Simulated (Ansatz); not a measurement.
# Triphenylsulfonium (C₁₈H₁₅S+): basis-set convergence

An exercise on one series of results from a longer session: the logs are not shown, and one member is left open.

Method: one geometry, several basis sets; program: Ansatz 0.2.0, Gaussian basis.

Plan: PBE0-D4/def2-SVP; ωB97M-V/def2-SVP; PBE0-D4/def2-QZVPP; ωB97M-V/def2-QZVPP; the functionals' def2-TZVPP values are taken from earlier runs.

## Structure used throughout

The geometry comes from an earlier relaxation with PBE0-D4 in a triple-zeta def2 set; it is a stationary point, not always the lowest conformer.

SMILES `c1ccc([S+](c2ccccc2)c2ccccc2)cc1`, 34 atoms, charge 1, spin multiplicity 1.

Atoms are counted from 1 here; the program's logs count them from 0.

Bond lengths: C1–C2 1.388 Å, C1–C19 1.388 Å, C1–H20 1.083 Å, C2–C3 1.384 Å, C2–H21 1.083 Å, C3–C4 1.389 Å, C3–H22 1.084 Å, C4–S5 1.769 Å, C4–C18 1.387 Å, S5–C6 1.769 Å, S5–C12 1.769 Å, C6–C7 1.387 Å, C6–C11 1.389 Å, C7–C8 1.385 Å, C7–H23 1.083 Å, C8–C9 1.388 Å, C8–H24 1.083 Å, C9–C10 1.388 Å and more. Angles: C2–C1–C19 120.5°, C2–C1–H20 119.7°, C19–C1–H20 119.7°, C1–C2–C3 120.0°, C1–C2–H21 120.3°, C3–C2–H21 119.6°, C2–C3–C4 118.6°, C2–C3–H22 120.6°, C4–C3–H22 120.7°, C3–C4–S5 115.7°, C3–C4–C18 122.2°, S5–C4–C18 122.1°, C4–S5–C6 105.3°, C4–S5–C12 105.3°, C6–S5–C12 105.3°, S5–C6–C7 122.1°, S5–C6–C11 115.7°, C7–C6–C11 122.2° and more.

Set-up of the first run:

The input, in.yaml:

```yaml
crystal:
  periodic: [false, false, false]
  atoms:
    - {symbol: C, position_ang: [3.588443, -2.202784, 0.092566]}
    - {symbol: C, position_ang: [3.642245, -1.349223, -1.000740]}
    - {symbol: C, position_ang: [2.511037, -0.654653, -1.393643]}
    - {symbol: C, position_ang: [1.341216, -0.820692, -0.662834]}
    - {symbol: S, position_ang: [-0.050558, 0.119920, -1.218344]}
    - {symbol: C, position_ang: [0.059652, 1.666087, -0.365344]}
    - {symbol: C, position_ang: [0.810679, 1.818631, 0.790525]}
    - {symbol: C, position_ang: [0.837849, 3.062958, 1.399129]}
    - {symbol: C, position_ang: [0.124255, 4.122553, 0.856571]}
    - {symbol: C, position_ang: [-0.616783, 3.952404, -0.304761]}
    - {symbol: C, position_ang: [-0.648089, 2.718722, -0.932072]}
    - {symbol: C, position_ang: [-1.466279, -0.691755, -0.534688]}
    - {symbol: C, position_ang: [-2.011352, -1.707482, -1.310138]}
    - {symbol: C, position_ang: [-3.110796, -2.394589, -0.824856]}
    - {symbol: C, position_ang: [-3.656060, -2.052946, 0.405095]}
    - {symbol: C, position_ang: [-3.107484, -1.024284, 1.158196]}
    - {symbol: C, position_ang: [-2.001238, -0.331818, 0.693098]}
    - {symbol: C, position_ang: [1.266529, -1.673872, 0.427933]}
    - {symbol: C, position_ang: [2.406195, -2.367985, 0.800609]}
    - {symbol: H, position_ang: [4.473878, -2.751722, 0.389775]}
    - {symbol: H, position_ang: [4.563588, -1.231511, -1.557640]}
    - {symbol: H, position_ang: [2.538292, 0.004495, -2.253907]}
    - {symbol: H, position_ang: [1.372526, 0.989531, 1.201950]}
    - {symbol: H, position_ang: [1.422641, 3.204166, 2.299806]}
    - {symbol: H, position_ang: [0.153627, 5.092637, 1.337960]}
    - {symbol: H, position_ang: [-1.163243, 4.784368, -0.731479]}
    - {symbol: H, position_ang: [-1.212900, 2.578229, -1.846685]}
    - {symbol: H, position_ang: [-1.585585, -1.957339, -2.275310]}
    - {symbol: H, position_ang: [-3.548442, -3.190292, -1.414911]}
    - {symbol: H, position_ang: [-4.522569, -2.587190, 0.775773]}
    - {symbol: H, position_ang: [-3.543373, -0.755262, 2.112529]}
    - {symbol: H, position_ang: [-1.573281, 0.478252, 1.270108]}
    - {symbol: H, position_ang: [0.337815, -1.804476, 0.968995]}
    - {symbol: H, position_ang: [2.367544, -3.043091, 1.646706]}
basis:
  gaussian: {orbitals: def2-SVP}
total_charge: 1
hamiltonian: {xc: pbe0, dispersion: d4}
output: {orbitals: {seedname: orbitals}}
```

Among the steps run: PBE0-D4 in def2-SVP; ωB97M-V in def2-SVP; PBE0-D4 in def2-QZVPP; ωB97M-V in def2-QZVPP.

One of the session's tables, all rows but one given; the rest of the session is left out.

It belongs to the step «Functionals by basis». 

| functional | basis | HOMO (eV) | LUMO (eV) |
| --- | --- | --- | --- |
| PBE0-D4 | def2-SVP | -10.87 | -4.81 |
| PBE0-D4 | def2-TZVPP | ? | ? |
| PBE0-D4 | def2-QZVPP | -10.81 | -4.89 |
| ωB97M-V | def2-SVP | -12.89 | -2.79 |
| ωB97M-V | def2-TZVPP | -12.82 | -2.91 |
| ωB97M-V | def2-QZVPP | -12.82 | -2.93 |

Q: Estimate the row for PBE0-D4, def2-TZVPP from the others.

As computed: HOMO (eV): -10.81; LUMO (eV): -4.88.
